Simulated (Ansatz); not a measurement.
# C2H7NO2Si: one species, many methods

How much do the methods differ for C2H7NO2Si? The plan is to run it at one geometry with functionals of several rungs and with coupled cluster. The yardstick is the atomisation energy at the CCSD(T) limit.

Program: Ansatz 0.2.0, Gaussian basis. Level of theory: functionals in def2-TZVPP, the program's frozen cores in correlated methods. These are calculated values, not measurements.

Levels to be run: PBE-D4, r2SCAN-D4, PBE0-D4, B3LYP-D4, ωB97X-V, ωB97M-V, B2PLYP; CCSD(T)/def2-TZVPP; MP2/def2-QZVPP; extrapolation to the limit.

### 1 The relaxed structure

All runs share one geometry, relaxed beforehand with PBE0-D4 in a triple-zeta def2 set.

SMILES `C[SiH](O)C(N)=O`, 13 atoms, charge 0, spin multiplicity 1.

Atoms are counted from 1 here; the program's logs count them from 0.

Bond lengths: C1–Si2 1.859 Å, C1–H7 1.093 Å, C1–H8 1.092 Å, C1–H9 1.094 Å, Si2–O3 1.637 Å, Si2–C4 1.928 Å, Si2–H10 1.490 Å, O3–H11 0.968 Å, C4–N5 1.349 Å, C4–O6 1.225 Å, N5–H12 1.009 Å, N5–H13 1.004 Å. Angles: Si2–C1–H7 110.3°, Si2–C1–H8 110.9°, Si2–C1–H9 111.1°, H7–C1–H8 108.2°, H7–C1–H9 107.7°, H8–C1–H9 108.5°, C1–Si2–O3 112.8°, C1–Si2–C4 111.8°, C1–Si2–H10 109.6°, O3–Si2–C4 101.2°, O3–Si2–H10 111.4°, C4–Si2–H10 109.9°, Si2–O3–H11 109.5°, Si2–C4–N5 122.4°, Si2–C4–O6 115.7°, N5–C4–O6 122.0°, C4–N5–H12 119.3°, C4–N5–H13 121.6° and more.

Geometry (Å):

```xyz
13
charge 0, multiplicity 1
C    -0.1587   -0.7371    1.7011
Si    0.7401   -0.4955    0.0916
O     0.9140   -1.8874   -0.7516
C    -0.2854    0.5668   -1.1486
N    -0.6140    1.8512   -0.8993
O    -0.6373   -0.0056   -2.1730
H     0.3835   -1.4422    2.3362
H    -1.1621   -1.1336    1.5310
H    -0.2466    0.2054    2.2490
H     2.0558    0.1543    0.3475
H     0.4529   -1.8105   -1.5998
H    -1.1404    2.3689   -1.5866
H    -0.2814    2.3305   -0.0826
```

### 2 PBE-D4 (GGA)

File in.yaml:

```yaml
crystal:
  periodic: [false, false, false]
  atoms:
    - {symbol: C, position_ang: [-0.158719, -0.737062, 1.701086]}
    - {symbol: Si, position_ang: [0.740095, -0.495513, 0.091612]}
    - {symbol: O, position_ang: [0.914044, -1.887364, -0.751609]}
    - {symbol: C, position_ang: [-0.285407, 0.566807, -1.148648]}
    - {symbol: N, position_ang: [-0.614028, 1.851154, -0.899306]}
    - {symbol: O, position_ang: [-0.637271, -0.005607, -2.173018]}
    - {symbol: H, position_ang: [0.383523, -1.442193, 2.336184]}
    - {symbol: H, position_ang: [-1.162051, -1.133578, 1.530955]}
    - {symbol: H, position_ang: [-0.246629, 0.205353, 2.249047]}
    - {symbol: H, position_ang: [2.055811, 0.154279, 0.347490]}
    - {symbol: H, position_ang: [0.452871, -1.810452, -1.599775]}
    - {symbol: H, position_ang: [-1.140363, 2.368921, -1.586650]}
    - {symbol: H, position_ang: [-0.281375, 2.330453, -0.082566]}
basis:
  gaussian: {orbitals: def2-TZVPP}
hamiltonian: {xc: pbe, dispersion: d4}
output: {forces: true, orbitals: {seedname: orbitals}}
```

On the command line:

```
ansatz run in.yaml --threads 2 --pin off --events-out ev --progress --plain --max-ram 32768MiB --backend cuda --devices 0, --max-vram 18GiB
```

After this run come: r2SCAN-D4 (meta-GGA); PBE0-D4 (hybrid); B3LYP-D4 (hybrid); ωB97X-V (range-separated); ωB97M-V (range-separated); B2PLYP (double hybrid); CCSD(T) in def2-TZVPP; MP2 in def2-QZVPP.

**Question.** What will the summary of the whole plan be? Wanted: atomisation energy, CCSD(T)/CBS; farthest; mean size of error, hybrid; mean size of error, range-separated; gap, smallest and largest; T1 diagnostic; triples share of the correlation energy.

The runs gave:

| quantity | value |
| --- | --- |
| atomisation energy, CCSD(T)/CBS | 5114.8 kJ/mol |
| functionals within 25.6 kJ/mol (0.5 %) | r2SCAN-D4, PBE0-D4, B3LYP-D4, ωB97X-V, ωB97M-V |
| farthest | PBE-D4 (+130.6 kJ/mol) |
| mean size of error, hybrid | 2.2 kJ/mol |
| mean size of error, range-separated | 20.0 kJ/mol |
| gap, smallest and largest | 4.48 eV (PBE-D4), 11.65 eV (ωB97X-V) |
| T1 diagnostic | 0.0146 |
| triples share of the correlation energy | 3.9 % |

In words: PBE-D4 misses by +130.6 kJ/mol. Double hybrids carry the basis error of their MP2 part in triple zeta, and no dispersion term here, so their miss is partly the set-up's. The reference freezes the cores and leaves out relativity and excitations past (T), so misses under about 25.6 kJ/mol can't be ranked. Hartree-Fock recovers 70 % of the binding; the rest is correlation. The gap grows from 4.5 to 11.7 eV across the functionals, mostly with the share of exact exchange.
